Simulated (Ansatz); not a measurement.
## O, space group P4/mmm: a supercell folding check, step by step

With Ansatz 0.2.0, Python API.

At the Python prompt:
```pycon
>>> import ansatz as az
>>> from pymatgen.core import Lattice, Structure
>>> from pymatgen.io.ase import AseAtomsAdaptor
>>> OCCUPATIONS = "cold"
>>> WIDTH_EV = 0.1
>>> pmg_structure = Structure(
...     Lattice([(1.77559, 0.0, 0.0), (0.0, 1.77559, 0.0), (0.0, 0.0, 3.05305)]),
...     ["O"],
...     [
...         (0.0, 0.0, 0.0),
...     ],
... )
>>> crystal = az.Crystal.from_ase(AseAtomsAdaptor.get_atoms(pmg_structure))
>>> # the mesh shrinks as the cell grows, so that all cells sample the same points
>>> mesh = (10, 10, 6)
>>> rows = []
>>> for repeats in [(1, 1, 1), (2, 1, 1)]:
...     job = (
...         crystal.supercell(*repeats).calculation()
...         .functional(az.Functional.PBESOL)
...         .pseudopotentials("paw")
...         .occupations(OCCUPATIONS, width=WIDTH_EV)
...         .kpoints(*(k // n for k, n in zip(mesh, repeats)))
...     )
...     report = job.run().report
...     n = len(report["lattice"]["sites"])
...     rows.append((repeats, n, report["free_energy_ev"] / n, report["fermi_energy_ev"], report["n_kpoints"], report["n_symmetry_ops"]))
...
DeckWarning: basis.ecutwfc = 420 eV, auto-derived from the records' recommended cutoffs: set by O (normal level)
>>> print("       repeats           atoms       F/atom eV  Fermi level eV        k-points  symmetry operations")
       repeats           atoms       F/atom eV  Fermi level eV        k-points  symmetry operations
>>> for row in rows:
...     print(f"{str(row[0]):>14s}  {row[1]:14d}  {row[2]:14.5f}  {row[3]:14.4f}  {row[4]:14d}  {row[5]:19d}")
...
     (1, 1, 1)               1      -556.79072          2.8579              84                   16
     (2, 1, 1)               2      -556.79072          2.8579              72                   16
```

Caveats:
- Absolute energies stand on the zero of these potentials, so only differences at equal settings mean something.
- The mesh is modest for a metal, so energies can be off by several to tens of meV an atom and pressures by half a GPa or more; differences at equal mesh fare better.
- No spin polarisation was allowed.
- This isn't the structure that O takes at ambient conditions.
- Warnings are shown shortened and without file and line.
- The count of operations in a supercell holds its pure translations too, and an uneven repeat can lower the point group.
- Wall time of the script: 1.6 s on 1 thread of Arm Neoverse V2, with other jobs on the host, peak memory 0.38 GiB.

(Lines on the test bed's own set-up are left out of the output.)
